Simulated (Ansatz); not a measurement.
**CH₄FGaSi: a ladder of functionals and wavefunction methods**

How much do the methods differ for CH₄FGaSi? The plan is to run it at one geometry with functionals of several rungs and with coupled cluster, and see how far each lands from CCSD(T) at the basis-set limit for the atomisation energy.

Program: Ansatz 0.2.0, Gaussian basis. Level of theory: functionals in def2-TZVPP, the program's frozen cores in correlated methods. These are calculated values, not measurements.

The runs, in order: LDA (SPW92), PBE-D4, revPBE-D4, BLYP-D4, r2SCAN-D4, B97M-V, PBE0-D4, B3LYP-D4, r2SCANh-D4, r2SCAN0-D4, HSE06-D4, BHLYP-D4, CAM-B3LYP-D4, LC-ωPBE, ωB97X-V, ωB97M-V, B2PLYP, PBE-QIDH; CCSD(T)/def2-SVP; CCSD(T)/def2-TZVPP; MP2/def2-QZVPP; extrapolation to the limit; RPA on PBE.

## Step 1: The relaxed structure

An earlier PBE0-D4 in a triple-zeta def2 set relaxation fixed the geometry.

8 atoms, charge 0, spin multiplicity 1.

Atoms are counted from 1 here; the program's logs count them from 0.

Bond lengths: F1–Si4 1.623 Å, Ga2–C3 2.074 Å, C3–Si4 1.832 Å, C3–H5 1.096 Å, C3–H6 1.096 Å, Si4–H7 1.486 Å, Si4–H8 1.486 Å. Angles: Ga2–C3–Si4 112.5°, Ga2–C3–H5 106.1°, Ga2–C3–H6 106.2°, Si4–C3–H5 111.8°, Si4–C3–H6 111.8°, H5–C3–H6 108.0°, F1–Si4–C3 107.6°, F1–Si4–H7 105.3°, F1–Si4–H8 105.3°, C3–Si4–H7 113.9°, C3–Si4–H8 113.8°, H7–Si4–H8 110.2°.

## Step 2: LDA

This LDA is Slater exchange with PW92 correlation.

in.yaml

```yaml
crystal:
  periodic: [false, false, false]
  atoms:
    - {symbol: F, position_ang: [-0.157499, -1.694836, 0.995391]}
    - {symbol: Ga, position_ang: [0.538613, 1.163740, 2.091821]}
    - {symbol: C, position_ang: [0.197969, 0.911198, 0.061464]}
    - {symbol: Si, position_ang: [-0.198758, -0.823704, -0.373471]}
    - {symbol: H, position_ang: [1.105027, 1.261256, -0.445431]}
    - {symbol: H, position_ang: [-0.619787, 1.593634, -0.198774]}
    - {symbol: H, position_ang: [0.797158, -1.461124, -1.273163]}
    - {symbol: H, position_ang: [-1.570622, -1.007266, -0.913737]}
basis:
  gaussian: {orbitals: def2-TZVPP}
hamiltonian: {xc: lda}
output: {orbitals: {seedname: orbitals}}
```

Command:

```
ansatz run in.yaml --threads 2 --pin off --events-out ev --progress --plain --max-ram 4352MiB
```

Further steps of the session: PBE-D4 (GGA); revPBE-D4 (GGA); BLYP-D4 (GGA); r2SCAN-D4 (meta-GGA); B97M-V (meta-GGA); PBE0-D4 (hybrid); B3LYP-D4 (hybrid); r2SCANh-D4 (hybrid); r2SCAN0-D4 (hybrid); HSE06-D4 (hybrid); BHLYP-D4 (hybrid); CAM-B3LYP-D4 (range-separated); LC-ωPBE (range-separated); ωB97X-V (range-separated); ωB97M-V (range-separated); B2PLYP (double hybrid); PBE-QIDH (double hybrid); CCSD(T) in def2-SVP; CCSD(T) in def2-TZVPP; MP2 in def2-QZVPP; RPA on PBE orbitals.

**Question.** What will the summary of the whole plan be? Wanted: atomisation energy, CCSD(T)/CBS; farthest beyond LDA; mean size of error, GGA; mean size of error, meta-GGA; mean size of error, hybrid; mean size of error, range-separated; mean size of error, double hybrid; gap, smallest and largest; T1 diagnostic.

**Answer**, as computed:

```
                               quantity                                                                value
        atomisation energy, CCSD(T)/CBS                                                       651.5 kcal/mol
functionals within 6.5 kcal/mol (1.0 %)  PBE-D4, r2SCAN-D4, B97M-V, B3LYP-D4, CAM-B3LYP-D4, ωB97X-V, ωB97M-V
                    farthest beyond LDA                                            BHLYP-D4 (-19.2 kcal/mol)
                mean size of error, GGA                                                         7.4 kcal/mol
           mean size of error, meta-GGA                                                         2.6 kcal/mol
             mean size of error, hybrid                                                         9.9 kcal/mol
    mean size of error, range-separated                                                         3.6 kcal/mol
      mean size of error, double hybrid                                                        10.0 kcal/mol
              gap, smallest and largest                                 2.70 eV (BLYP-D4), 8.90 eV (LC-ωPBE)
                          T1 diagnostic                                                               0.0128
triples share of the correlation energy                                                                3.6 %
```

What this shows: The LDA atomisation energy is off by 78.1 kcal/mol (12 %): it overbinds. PBE-D4 misses by +0.2 kcal/mol. Double hybrids carry the basis error of their MP2 part in triple zeta, and no dispersion term here, so their miss is partly the set-up's. The rungs meta-GGA, range-separated miss on average by less than the doubt on the reference (6.5 kcal/mol), so they tie. Misses under about 6.5 kcal/mol are within the doubt on the reference itself, which lacks core-valence correlation, relativity and higher excitations, and its outer-core shells are covered unevenly. Hartree-Fock recovers 75 % of the binding; the rest is correlation. CCSD(T) in def2-SVP is off by -44.6 kcal/mol, so the small basis spoils what the method gains. Orbital gaps span 2.7 to 8.9 eV; exact exchange widens them. Correlated methods include outer-core shells of Ga, which these sets cover unevenly.
